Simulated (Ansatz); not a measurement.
# CH7GeIn: small, medium and large basis sets

How large a basis does CH7GeIn need? Two functionals are run in growing sets.

Computed with Ansatz 0.2.0, Gaussian basis. Level: one geometry, several basis sets.

The runs, in order: PBE0-D4/def2-SVP; ωB97M-V/def2-SVP; PBE0-D4/def2-QZVPP; ωB97M-V/def2-QZVPP; the functionals' def2-TZVPP values are taken from earlier runs.

## 1. The geometry

The geometry comes from an earlier relaxation with PBE0-D4 in a triple-zeta def2 set; it is a stationary point, not always the lowest conformer. In takes the def2 core potential; no spin-orbit term is included.

10 atoms, charge 0, spin multiplicity 1.

Atoms are counted from 1 here; the program's logs count them from 0.

Bond lengths: C1–In2 2.247 Å, C1–H4 1.096 Å, C1–H5 1.096 Å, C1–H6 1.096 Å, Ge3–H7 1.547 Å, Ge3–H8 1.532 Å, Ge3–H9 1.532 Å, Ge3–H10 1.535 Å. Angles: In2–C1–H4 112.1°, In2–C1–H5 109.4°, In2–C1–H6 112.2°, H4–C1–H5 107.5°, H4–C1–H6 107.8°, H5–C1–H6 107.5°, H7–Ge3–H8 108.8°, H7–Ge3–H9 109.1°, H7–Ge3–H10 108.1°, H8–Ge3–H9 110.5°, H8–Ge3–H10 110.1°, H9–Ge3–H10 110.2°.

## 2. PBE0-D4 in def2-SVP

File in.yaml:

```yaml
crystal:
  periodic: [false, false, false]
  atoms:
    - {symbol: C, position_ang: [-1.270572, 1.335354, 0.193022]}
    - {symbol: In, position_ang: [0.288860, 1.764010, 1.752549]}
    - {symbol: Ge, position_ang: [1.137473, -1.399814, -0.353612]}
    - {symbol: H, position_ang: [-0.863106, 1.385321, -0.822820]}
    - {symbol: H, position_ang: [-2.071530, 2.079961, 0.263817]}
    - {symbol: H, position_ang: [-1.727321, 0.347869, 0.323452]}
    - {symbol: H, position_ang: [1.550968, -0.387737, 0.741338]}
    - {symbol: H, position_ang: [-0.170766, -2.077488, 0.067223]}
    - {symbol: H, position_ang: [0.954220, -0.654904, -1.679459]}
    - {symbol: H, position_ang: [2.254773, -2.443870, -0.482610]}
basis:
  gaussian: {orbitals: def2-SVP}
hamiltonian: {xc: pbe0, dispersion: d4}
output: {orbitals: {seedname: orbitals}}
```

Launch:

```
> ansatz run in.yaml --threads 4 --pin off --events-out ev --progress --plain --max-ram 10444MiB
```

After this run come: ωB97M-V in def2-SVP; PBE0-D4 in def2-QZVPP; ωB97M-V in def2-QZVPP.

**Question.** What will the summary of the whole plan be? Wanted: PBE0-D4: double and triple zeta above quadruple; ωB97M-V: double and triple zeta above quadruple.

The runs gave:

| quantity | value |
| --- | --- |
| PBE0-D4: double and triple zeta above quadruple | 9.94, 1.34 eV |
| ωB97M-V: double and triple zeta above quadruple | 10.05, 1.32 eV |

PBE0-D4 gains 8.59 eV from double to triple zeta, then 1.34 eV more. These are total energies; as a rule much of such shifts cancels in differences, which this series doesn't test.
